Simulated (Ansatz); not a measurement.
# GaBNH+ (quartet): wave-function methods side by side, cc-pVDZ

The task here is to estimate one member of a computed series from the others.

Program: Ansatz 0.2.0, Gaussian basis. Level of theory: cc-pVDZ, core rule «outside noble gas», up to 16 orbitals frozen. These are calculated values, not measurements.

Plan: UHF; CCSD(T) on ROHF; CCSD(T) on UHF; BCCD(T) on ROHF; CISD as a restricted active space (open shells left free, so some higher excitations enter); CCSDT(Q) on ROHF; CCSDT(Q) on UHF.

24 further runs of the same task are left out: 2 for a known fault of the program, 12 that didn't finish, 10 set aside as unsound or not needed. Runs told in other sessions of the task aren't counted.

## The system

The geometry is a PBE0/def2-TZVP stationary point (not a proven minimum) of the parent state, kept for this charge and spin. No spin-orbit coupling is included. The filled d shell of Ga may be among the frozen orbitals whatever the setting's name suggests.

4 atoms, charge 1, spin multiplicity 4.

Atoms are counted from 1 here; the program's logs count them from 0.

Bond lengths: B1–Ga2 1.954 Å, B1–H4 1.184 Å, Ga2–N3 1.793 Å. Angles: Ga2–B1–H4 151.4°, B1–Ga2–N3 171.5°.

Set-up of the first run:

The input, in.yaml:

```yaml
crystal:
  periodic: [false, false, false]
  atoms:
    - {symbol: B, position_ang: [0.000015, -0.190793, 1.147052]}
    - {symbol: Ga, position_ang: [0.000028, 0.004280, -0.797193]}
    - {symbol: N, position_ang: [0.000001, -0.082369, -2.588548]}
    - {symbol: H, position_ang: [-0.000044, 0.268883, 2.238689]}
basis:
  gaussian: {orbitals: cc-pVDZ}
total_charge: 1
magnetization: {spin_polarized: true, initial_magnetization: 3}
hamiltonian: {xc: hf}
output: {orbitals: {seedname: orbitals}}
```

Launch:

```console
$ ansatz run in.yaml --threads 1 --pin off --events-out ev --progress --plain --max-ram 2393MiB
```

Among the steps run: UHF; CCSD(T) on ROHF; CCSD(T) on UHF; BCCD(T) on ROHF; CISD as a restricted active space (open shells left free, so some higher excitations enter); CCSDT(Q) on ROHF; CCSDT(Q) on UHF.

One table of the session follows, with a row left open; its other results are not shown here.

It belongs to the step «Misses and costs». 

| method | from UCCSDT(Q) (meV) |
| --- | --- |
| ROHF | +6446.1 |
| UHF | +6213.8 |
| RMP2 | +1283.7 |
| UMP2 | +1293.3 |
| RCCSD | ? |
| UCCSD | +206.2 |
| RCCSD(T) | +55.4 |
| UCCSD(T) | +52.9 |
| BCCD(T) | +56.0 |
| RCCSDT | +14.8 |
| UCCSDT | +11.9 |
| RCCSDT(Q) | +3.6 |
| UCCSDT(Q) | 0 |

**Question.** Estimate the row for RCCSD.

The run gave: from UCCSDT(Q) (meV): +213.4. In the column «from UCCSDT(Q) (meV)» it lies between UCCSD (+206.2) and RMP2 (+1283.7).

Not comparable, so not listed: CISD as a restricted active space (open shells left free, so some higher excitations enter) (they don't share determinant, frozen orbitals or solution with the rows shown, or repeat one).

Limits of these values: Restricted and unrestricted rows rest on different reference determinants; a gap between their highest levels can come from leftover correlation error, from unlike frozen cores or from another state.
